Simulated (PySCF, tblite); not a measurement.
# C₈H₁₂: dynamics, then NMR shifts on frames, part 2 of 2

tblite 0.8.0 and PySCF 2.14.0. Atoms count from 0.

## Step 6: Shielding tensors: 800 fs, PBE0/pcSseg-1

The job: settings as JSON, then the geometry in Å.

```
{"job": {"kind": "nmr", "xc": "PBE0", "basis": "pcSseg-1", "pop": false}, "charge": 0, "multiplicity": 1}
C     -2.753900     0.365900     1.172600
C     -1.409300     0.500300     1.437100
C     -0.339100    -0.428900     1.569600
C     -0.589600    -1.436100     2.669400
C      0.301700    -1.011200     0.311700
C      1.045600    -0.123500     1.205200
C      2.282800    -0.083900     1.978400
C      1.962000     1.062800     1.066800
H     -3.367600     1.270700     1.089500
H     -3.044400    -0.629000     1.220200
H     -1.081900     1.503300     1.601100
H     -0.973100    -2.187800     2.099300
H     -1.161300    -1.013000     3.464100
H      0.325000    -1.743700     3.201500
H     -0.037900    -0.553600    -0.680100
H      0.669100    -2.026100     0.141000
H      2.464500     0.172400     3.002500
H      3.054300    -0.698800     1.498000
H      2.422200     1.194000    -0.004200
H      1.543000     2.008600     1.313800
```

With the program's defaults for keys left out, this is: GIAO PBE0/pcSseg-1 NMR shielding, non-relativistic, gas phase.

The log of the run:

```text
coarse grid: 16128 points
cycle   1  E = -311.4037980159  dE =  1.339e+00  |g| = 4.210e-01  |ddm| = 4.030e+00
cycle   2  E = -311.4023376924  dE =  1.460e-03  |g| = 4.444e-01  |ddm| = 9.004e-01
cycle   3  E = -311.4549959328  dE = -5.266e-02  |g| = 5.867e-02  |ddm| = 5.176e-01
cycle   4  E = -311.4554308494  dE = -4.349e-04  |g| = 4.038e-02  |ddm| = 9.862e-02
cycle   5  E = -311.4558224653  dE = -3.916e-04  |g| = 9.787e-03  |ddm| = 4.253e-02
cycle   6  E = -311.4558451268  dE = -2.266e-05  |g| = 2.388e-03  |ddm| = 1.063e-02
cycle   7  E = -311.4558464105  dE = -1.284e-06  |g| = 4.048e-04  |ddm| = 2.734e-03
final grid: 154128 points
cycle   8  E = -311.5035860428  dE = -4.693e-05  |g| = 8.449e-03  |ddm| = 4.425e-02
cycle   9  E = -311.5035803047  dE =  5.738e-06  |g| = 9.669e-03  |ddm| = 1.967e-02
cycle  10  E = -311.5036046904  dE = -2.439e-05  |g| = 1.731e-03  |ddm| = 1.176e-02
cycle  11  E = -311.5036054321  dE = -7.417e-07  |g| = 2.848e-04  |ddm| = 1.837e-03
cycle  12  E = -311.5036054495  dE = -1.742e-08  |g| = 1.169e-04  |ddm| = 3.526e-04
cycle  13  E = -311.5036054526  dE = -3.126e-09  |g| = 2.382e-05  |ddm| = 1.267e-04
cycle  14  E = -311.5036054527  dE = -1.284e-10  |g| = 6.089e-06  |ddm| = 3.657e-05
converged SCF energy = -311.5036054527

GIAO shielding tensors (ppm)
atom      isotropic    diamagn.    paramagn.     s11        s22        s33       span
  0 C       53.886     256.176    -202.290    -92.852     85.654    168.856    261.707
  1 C       18.028     255.028    -237.000   -122.838     20.294    156.629    279.466
  2 C      165.179     259.452     -94.274    140.023    155.262    200.250     60.227
  3 C      164.811     244.688     -79.877    125.578    171.690    197.163     71.585
  4 C      153.510     247.222     -93.713    123.845    154.116    182.569     58.724
  5 C      159.883     254.892     -95.008     96.369    186.476    196.805    100.435
  6 C      177.186     257.468     -80.282    153.811    176.585    201.162     47.351
  7 C      172.375     255.405     -83.030    138.066    169.267    209.792     71.726
  8 H       24.655      29.533      -4.878     20.489     24.539     28.937      8.448
  9 H       25.609      34.015      -8.407     18.384     25.122     33.319     14.935
 10 H       25.197      34.838      -9.641     21.531     22.094     31.965     10.434
 11 H       29.910      30.721      -0.811     23.935     28.562     37.234     13.299
 12 H       30.821      29.808       1.013     26.158     28.987     37.319     11.161
 13 H       30.531      29.719       0.812     24.944     30.499     36.149     11.206
 14 H       29.465      31.593      -2.127     24.443     27.134     36.820     12.377
 15 H       29.929      32.382      -2.453     25.223     27.908     36.657     11.434
 16 H       30.164      31.732      -1.567     25.918     26.106     38.469     12.551
 17 H       30.392      31.542      -1.150     24.336     26.372     40.467     16.131
 18 H       29.230      30.574      -1.344     23.224     25.893     38.572     15.348
 19 H       30.714      33.158      -2.444     24.962     28.649     38.529     13.567
```

It took 61 s on 1 thread, shared host.

This run: δ C1 168.9, C0 133.0, C4 33.4, C5 27.0, H8 7.06, H10 6.52 ppm.

## Step 7: NMR shieldings: 1000 fs, PBE0/pcSseg-1

The job: settings as JSON, then the geometry in Å.

```
{"job": {"kind": "nmr", "xc": "PBE0", "basis": "pcSseg-1", "pop": false}, "charge": 0, "multiplicity": 1}
C     -2.341400     0.099600     1.155700
C     -1.236500     0.048800     1.954100
C     -0.292400    -1.131200     1.864600
C     -0.697000    -2.206400     2.914400
C      0.541100    -1.485800     0.639600
C      1.117400    -0.737000     1.810100
C      2.509100    -0.684400     2.284200
C      1.818800     0.611100     1.886900
H     -3.021000     0.944000     1.116100
H     -2.543100    -0.753300     0.409700
H     -0.853300     0.956600     2.610700
H     -1.151000    -3.036500     2.349700
H     -1.502300    -1.898900     3.620700
H     -0.011700    -2.640000     3.605200
H      0.525800    -1.054500    -0.441700
H      0.570600    -2.553700     0.625900
H      2.777700    -0.960800     3.356000
H      3.216900    -1.180400     1.696600
H      2.130000     1.207900     1.077800
H      1.626100     1.201700     2.735200
```

Method: GIAO PBE0/pcSseg-1 NMR shielding, non-relativistic, gas phase.

The log of the run:

```text
coarse grid: 16128 points
cycle   1  E = -311.4083679444  dE =  1.016e+00  |g| = 3.969e-01  |ddm| = 3.957e+00
cycle   2  E = -311.4080273707  dE =  3.406e-04  |g| = 4.183e-01  |ddm| = 8.141e-01
cycle   3  E = -311.4547502054  dE = -4.672e-02  |g| = 3.454e-02  |ddm| = 4.301e-01
cycle   4  E = -311.4548672610  dE = -1.171e-04  |g| = 2.618e-02  |ddm| = 5.665e-02
cycle   5  E = -311.4550270891  dE = -1.598e-04  |g| = 3.402e-03  |ddm| = 2.646e-02
cycle   6  E = -311.4550294490  dE = -2.360e-06  |g| = 1.095e-03  |ddm| = 4.189e-03
final grid: 154128 points
cycle   7  E = -311.5049632980  dE = -4.117e-05  |g| = 9.175e-03  |ddm| = 4.258e-02
cycle   8  E = -311.5049504022  dE =  1.290e-05  |g| = 1.153e-02  |ddm| = 2.224e-02
cycle   9  E = -311.5049852340  dE = -3.483e-05  |g| = 2.138e-03  |ddm| = 1.355e-02
cycle  10  E = -311.5049863695  dE = -1.135e-06  |g| = 2.387e-04  |ddm| = 1.876e-03
cycle  11  E = -311.5049863800  dE = -1.051e-08  |g| = 1.349e-04  |ddm| = 3.088e-04
cycle  12  E = -311.5049863843  dE = -4.293e-09  |g| = 1.607e-05  |ddm| = 1.280e-04
cycle  13  E = -311.5049863844  dE = -5.593e-11  |g| = 4.988e-06  |ddm| = 2.314e-05
converged SCF energy = -311.5049863844

GIAO shielding tensors (ppm)
atom      isotropic    diamagn.    paramagn.     s11        s22        s33       span
  0 C       52.765     257.630    -204.865    -64.548     71.458    151.386    215.934
  1 C       16.863     258.913    -242.050   -114.018     37.747    126.860    240.878
  2 C      152.259     249.518     -97.259    124.086    150.285    182.408     58.322
  3 C      163.512     239.377     -75.865    132.080    161.474    196.982     64.902
  4 C      158.180     244.435     -86.255    127.222    152.399    194.919     67.698
  5 C      163.175     258.673     -95.498     99.499    190.522    199.502    100.003
  6 C      168.432     255.641     -87.209    140.981    173.529    190.785     49.804
  7 C      182.963     245.261     -62.298    149.494    180.003    219.393     69.899
  8 H       25.737      30.900      -5.162     22.605     25.003     29.604      6.999
  9 H       24.652      31.587      -6.935     20.539     23.277     30.140      9.601
 10 H       23.477      30.674      -7.197     20.704     21.740     27.986      7.282
 11 H       29.730      27.712       2.019     24.848     27.508     36.835     11.988
 12 H       29.967      27.069       2.898     25.335     27.998     36.568     11.233
 13 H       30.997      28.127       2.871     25.546     29.183     38.263     12.717
 14 H       28.562      30.261      -1.699     23.560     26.073     36.052     12.491
 15 H       31.108      32.107      -0.999     25.541     29.208     38.575     13.033
 16 H       29.031      28.981       0.049     24.126     25.932     37.034     12.908
 17 H       31.187      33.357      -2.170     24.790     28.675     40.097     15.306
 18 H       31.791      31.635       0.157     25.893     27.802     41.678     15.785
 19 H       31.997      31.067       0.930     26.798     28.229     40.965     14.167
```

It took 56 s on 1 thread, shared host.

In short: δ C1 170.1, C0 134.2, C2 34.7, C4 28.7, H10 8.24, H9 7.07 ppm.

## Step 8: Side by side: NMR shifts

Shifts (ppm) of some atoms, chosen among heavy atoms and hydrogens apart, with basis size and wall time:

```
  frame     C1     C0    C2    C4    C7   H10    H14  functions  time
 250 fs  150.9  123.9  33.0  16.2   6.5  4.96  -0.23        196  58 s
 425 fs  151.3  120.7  39.8  25.4  17.4  5.05   0.56        196  58 s
 625 fs  171.9  129.2  30.2  35.3   7.9  6.73   2.82        196  56 s
 800 fs  168.9  133.0  21.7  33.4  14.5  6.52   2.25        196  61 s
1000 fs  170.1  134.2  34.7  28.7   4.0  8.24   3.16        196  56 s
```

## Step 9: Outcome

What follows sums up all 2 parts.

| quantity | value |
| --- | --- |
| thermostat | 600 K |
| mean temperature, second half | 620 K |
| mean potential energy above the minimum | 1.48 eV |
| ¹³C shifts against TMS (PBE0/pcSseg-1, 250 fs) | 150.9, 123.9, 33.0, 31.6, 20.0, 16.2, 11.0, 6.5 ppm |
| ¹H shifts against TMS (PBE0/pcSseg-1, 250 fs) | 6.47, 5.44, 4.96, 2.16, 1.31, 1.28, 1.15, 1.08, 0.40, 0.01, -0.23, -0.25 ppm |
| range of the shift of C1 | 150.9 to 171.9 ppm |

**Reading.** In the second half the potential energy averages 1.48 eV above the minimum; equipartition over 54 harmonic modes at 600 K would give 1.40 eV. With 20 atoms the temperature swings widely (289 to 772 K). Shifts at one fixed geometry are not the observed spectrum, which averages over the motion. In the first frame run (250 fs): The largest span, 231 ppm, is at C1, where the paramagnetic term is -216 ppm. In ppm, C1 moves most: its shift spreads over 21.0 ppm, from 150.9 (250 fs) to 171.9 (625 fs).
